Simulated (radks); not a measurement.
# Polarisabilities and dispersion coefficients of Be, B⁺, C²⁺ and others

Aim: static dipole polarisabilities and C6 coefficients, each species in its NIST ground configuration. After each ground state the linear response is solved; its values go to the run's result record, not to the log. Response by self-consistent Sternheimer equations with the Hartree and adiabatic LDA kernel, the relativistic mass of each level held fixed and spin-orbit coupling left out.

The numbers are computed with radks (a radial shooting solver on a logarithmic mesh, Libxc functionals) version 1 (scalar-relativistic Kohn-Sham, LDA (Slater exchange, VWN5 correlation), spin-unpolarised, spherical densities, finite nucleus), except any that are marked as measured or tabulated.

## 1. What is computed

```
species : Be ([He] 2s2), B⁺ ([He] 2s2), C²⁺ ([He] 2s2), N³⁺ ([He] 2s2), O⁴⁺ ([He] 2s2), F⁵⁺ ([He] 2s2), Ne⁶⁺ ([He] 2s2), Mg⁸⁺ ([He] 2s2)
```

## 2. Be, [He] 2s2

The run's settings:

```text
Z 4
configuration [He] 2s2
relativity scalar-relativistic
functional lda,vwn5
spin unpolarised
nucleus finite rms 2.519 fm
c 137.035999084
response adiabatic LDA kernel
```

## 3. B⁺, [He] 2s2

The run's settings:

```text
Z 5
configuration [He] 2s2
relativity scalar-relativistic
functional lda,vwn5
spin unpolarised
nucleus finite rms 2.406 fm
c 137.035999084
response adiabatic LDA kernel
```

## 4. C²⁺, [He] 2s2

The run's settings:

```text
Z 6
configuration [He] 2s2
relativity scalar-relativistic
functional lda,vwn5
spin unpolarised
nucleus finite rms 2.4702 fm
c 137.035999084
response adiabatic LDA kernel
```

## 5. N³⁺, [He] 2s2

The run's settings:

```text
Z 7
configuration [He] 2s2
relativity scalar-relativistic
functional lda,vwn5
spin unpolarised
nucleus finite rms 2.5582 fm
c 137.035999084
response adiabatic LDA kernel
```

## 6. O⁴⁺, [He] 2s2

The run's settings:

```text
Z 8
configuration [He] 2s2
relativity scalar-relativistic
functional lda,vwn5
spin unpolarised
nucleus finite rms 2.6991 fm
c 137.035999084
response adiabatic LDA kernel
```

## 7. F⁵⁺, [He] 2s2

The run's settings:

```text
Z 9
configuration [He] 2s2
relativity scalar-relativistic
functional lda,vwn5
spin unpolarised
nucleus finite rms 2.8976 fm
c 137.035999084
response adiabatic LDA kernel
```

## 8. Ne⁶⁺, [He] 2s2

The run's settings:

```text
Z 10
configuration [He] 2s2
relativity scalar-relativistic
functional lda,vwn5
spin unpolarised
nucleus finite rms 3.0055 fm
c 137.035999084
response adiabatic LDA kernel
```

## 9. Mg⁸⁺, [He] 2s2

The run's settings:

```text
Z 12
configuration [He] 2s2
relativity scalar-relativistic
functional lda,vwn5
spin unpolarised
nucleus finite rms 3.057 fm
c 137.035999084
response adiabatic LDA kernel
```

**Question.** What will these runs give? Wanted: for each run, species; −ε(HOMO); α; α uncoupled; C6; C8; recommended α.

As calculated:

```
species  −ε(HOMO) (eV)  α (bohr³)  α uncoupled (bohr³)  C6 (hartree bohr⁶)  C8 (hartree bohr⁸)  recommended α (bohr³)
     Be          5.599      43.77                80.49               263.6               13532                  37.74
     B⁺         19.413      10.77                20.25               29.13               548.7                      -
    C²⁺         40.174      4.249                8.005               6.503               61.48                      -
    N³⁺         67.800      2.102                3.953               2.058               11.38                      -
    O⁴⁺         102.27      1.191                2.233              0.8060               2.866                      -
    F⁵⁺         143.58     0.7387                1.381              0.3651              0.8896                      -
   Ne⁶⁺         191.73     0.4891               0.9115              0.1839              0.3217                      -
   Mg⁸⁺         308.61     0.2458               0.4549             0.05836             0.05824                      -
```

**Reading.** Uncoupled leaves out the potential induced by the response; C6 and C8 are for like pairs. Be is the most polarisable and Mg⁸⁺ the least, a factor 178 apart. For the pair Be–Mg⁸⁺ the Casimir-Polder integral gives C6 = 2.629, the rule 2·Ca·Cb/(Ca·αb/αa + Cb·αa/αb) on the like-pair values 2.591. Against the recommended values (Schwerdtfeger and Nagle, 2023 table) the misses are Be +16 %. C8 is given only where no p, d or f shell is open.
